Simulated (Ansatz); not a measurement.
# ZrPdSe4: the cost of one run

Method: DFT PBE, scalar-relativistic, plane waves, PAW, in Ansatz 0.2.0.

### 1 The structure to begin with

It takes space group P-6m2 (No. 187, hexagonal). The conventional cell has a = 6.081 Å, b = 6.081 Å, c = 4.717 Å, α = 90.00°, β = 90.00°, γ = 120.00°. Zr (site symmetry -6m2) has 6 Se at 2.96 Å as nearest neighbours. Pd (site symmetry -6m2) has 3 Zr at 3.51 Å and 15 Se at 3.51 to 3.85 Å as nearest neighbours. Se (site symmetry -6m2) is surrounded by 6 Se at 2.92 Å and 3 Zr at 3.51 Å and 3 Pd at 3.51 Å. Se (site symmetry mm2) is surrounded by 6 Se at 2.92 to 3.10 Å and 2 Zr at 2.96 Å and 4 Pd at 3.85 Å.

As a file:

```
CELL_PARAMETERS angstrom
6.08133 0.00000 0.00000
-3.04067 5.26659 0.00000
0.00000 0.00000 4.71683
ATOMIC_POSITIONS crystal
Zr 0.33333 0.66667 0.00000
Pd 0.00000 0.00000 0.00000
Se 0.66667 0.33333 0.00000
Se 0.50301 0.00603 0.50000
Se 0.99397 0.49699 0.50000
Se 0.50301 0.49699 0.50000
```

Recipe of the guess: species swapped into a database cell of TmAlCo4 (P-6m2, No. 187), with Pd on the Tm sites, Zr on the Al sites and Se on the Co sites. Its size is a rough estimate.

### 2 Probe: one point on a coarse mesh

Contents of input.yaml:

```yaml
crystal:
  lattice:
    - [6.08133032, 0.0, 0.0]
    - [-3.04066516, 5.26658654, 0.0]
    - [0.0, 0.0, 4.71683122]
  atoms:
    - { symbol: Zr, position: [0.33333333, 0.66666667, 0.0] }
    - { symbol: Pd, position: [0.0, 0.0, 0.0] }
    - { symbol: Se, position: [0.66666667, 0.33333333, 0.0] }
    - { symbol: Se, position: [0.5030135, 0.006027, 0.5] }
    - { symbol: Se, position: [0.993973, 0.4969865, 0.5] }
    - { symbol: Se, position: [0.5030135, 0.4969865, 0.5] }
basis:
  ecutwfc: 420
kpoints:
  mp_grid: { grid: [3, 3, 4] }
hamiltonian:
  xc: pbe
scf:
  occupations: { method: gaussian, width: 0.1 }
  lower_state_search: "off"
output:
  forces: true
  stress: true
  eigenvalues: true
```

Launch:

```sh
$ ansatz run input.yaml --threads 1 --pin off --max-ram 2560MiB --backend cpu --events-out ev --progress --plain --runs-dir out
```

What time and memory should one allow on 1 thread of Arm Neoverse V1, shared host?

About 6.9 s, with a peak of 0.4 GiB.
